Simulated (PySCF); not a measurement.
**KAs+: from the state search to spectroscopic constants**

The task here is to estimate one member of a computed series from the others.

Program: PySCF 2.14.0. Level of theory: K pcseg-1, As pcseg-1, no relativity. These are calculated values, not measurements.

Set-up of the first run:

The job is set up so:

```yaml
atoms: K, As
charge: 1
basis: K pcseg-1, As pcseg-1
Hamiltonian: no relativity
basis_functions: 51
electrons_treated: 51
masses_in_u: 38.9637, 74.9216
levels: PBE0, PBE, r²SCAN, MN15, BLYP, r²SCANh, CAM-B3LYP, HF, MP2, SCS-MP2, CCSD, CCSD(T)
grid: 80 radial by 434 angular points
occupations: held fixed by the projection of orbital angular momentum
dissociation_limit: K+ + As, each in its ground configuration
starting_distance_in_angstrom: 3.220
values_of_2S_to_try: 1, 3
```

Run with:

```bash
$ OMP_NUM_THREADS=1 python dia.py task.json out
```

Among the steps run: Set-up; PBE0 along the bond; Other states along the same grid; PBE (GGA); r²SCAN; MN15 (hybrid meta-GGA); BLYP (GGA); r²SCANh (hybrid meta-GGA); CAM-B3LYP; UHF (mean field); Correlated methods on the Hartree–Fock reference.

One of the session's tables, all rows but one given; the rest of the session is left out.

Energy (eV) from each level's lowest point:

| R (Å) | UHF | UHF-MP2 | UHF-SCS-MP2 | UHF-CCSD | UHF-CCSD(T) |
| --- | --- | --- | --- | --- | --- |
| 3.153 | 0.159 | 0.126 | 0.133 | n/a | n/a |
| 3.299 | 0.080 | 0.058 | 0.063 | 0.063 | 0.061 |
| 3.446 | 0.035 | 0.021 | 0.024 | 0.024 | 0.022 |
| 3.556 | 0.015 | 0.006 | 0.008 | 0.008 | 0.007 |
| 3.666 | 0.005 | 0.000 | 0.001 | 0.001 | 0.001 |
| 3.776 | 0.000 | 0.000 | 0.000 | 0.000 | 0.000 |
| 3.923 | ? | ? | ? | ? | ? |
| 4.106 | 0.007 | 0.019 | 0.017 | 0.017 | 0.018 |
| 4.326 | 0.019 | 0.038 | 0.035 | 0.036 | 0.037 |
| 4.619 | 0.036 | 0.063 | 0.058 | n/a | n/a |

**Question.** Estimate the row for R (Å) = 3.923.

Worked estimate for «UHF». A straight line through the neighbours (3.776, 0.000) and (4.106, 0.007) gives 0.000 + (0.007 − 0.000) × (3.923 − 3.776) / (4.106 − 3.776) = 0.003; a parabola fitted to 4 rows on both sides gives 0.001.

As computed: UHF: 0.000; UHF-MP2: 0.006; UHF-SCS-MP2: 0.005; UHF-CCSD: 0.005; UHF-CCSD(T): 0.006. In «UHF» the line misses by +0.003 and the parabola by +0.001.

To keep in mind: The bond is weak, and basis-set superposition, which was not computed, may be a sizeable part of it.
